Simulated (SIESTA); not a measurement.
Crystal: TaAs.

```
Ta As
1.0
    -1.72181    1.72181    5.86794
     1.72181   -1.72181    5.86794
     1.72181    1.72181   -5.86794
Ta As
2 2
Direct
  0.49997 0.49997 0.00000
  0.24997 0.74997 0.50000
  0.08263 0.08263 0.00000
  0.83263 0.33263 0.50000
```

The cell is a database's computed one.

- Program: SIESTA 5.4.2
- Task: single point
- Functional: PBEsol
- Potentials or basis: PseudoDojo 0.4 standard (PBEsol files)
- Basis: DZP (energy shift 0.003 Ry; two zetas on semicore shells)
- Grid cutoff: 800 Ry
- Energy shift: 0.003 Ry
- k mesh: 11 × 11 × 11
- Occupations: fermi-dirac, width 0.05 eV
- Spin: no spin polarisation

On this cell: pressure -1.6 GPa; largest force 0.055 eV/Å; band gap on the k mesh none (metal or under the smearing width).

The same run follows on a disturbed copy (atoms moved at random, drawn with an rms of 0.05 Å):

```
CELL_PARAMETERS angstrom
-1.72181 1.72181 5.86794
1.72181 -1.72181 5.86794
1.72181 1.72181 -5.86794
ATOMIC_POSITIONS crystal
Ta 0.49363 0.48643 0.98448
Ta 0.24121 0.74923 0.49441
As 0.08731 0.07299 0.99868
As 0.82544 0.32285 0.48741
```

**Question.** What changes?

**Answer.** The energy (extrapolated to zero smearing) moves by +4.3 meV/atom; pressure -1.5 GPa; largest force 0.537 eV/Å; band gap on the k mesh none (metal or under the smearing width).

Forces in eV/Å, atoms in the order of the input:
```
Ta   0.200  0.306  0.068
Ta  -0.526  0.096  0.043
As   0.050 -0.391 -0.096
As   0.276 -0.010 -0.015
```

Stress tensor (GPa, compression positive):
```
-0.91  0.03 -0.62
 0.03 -0.92 -0.94
-0.62 -0.94 -2.63
```

Caveats: short orbitals over semicore shells can move pressures by several GPa; the basis of atomic orbitals isn't converged, which shifts pressures, moduli and gaps.
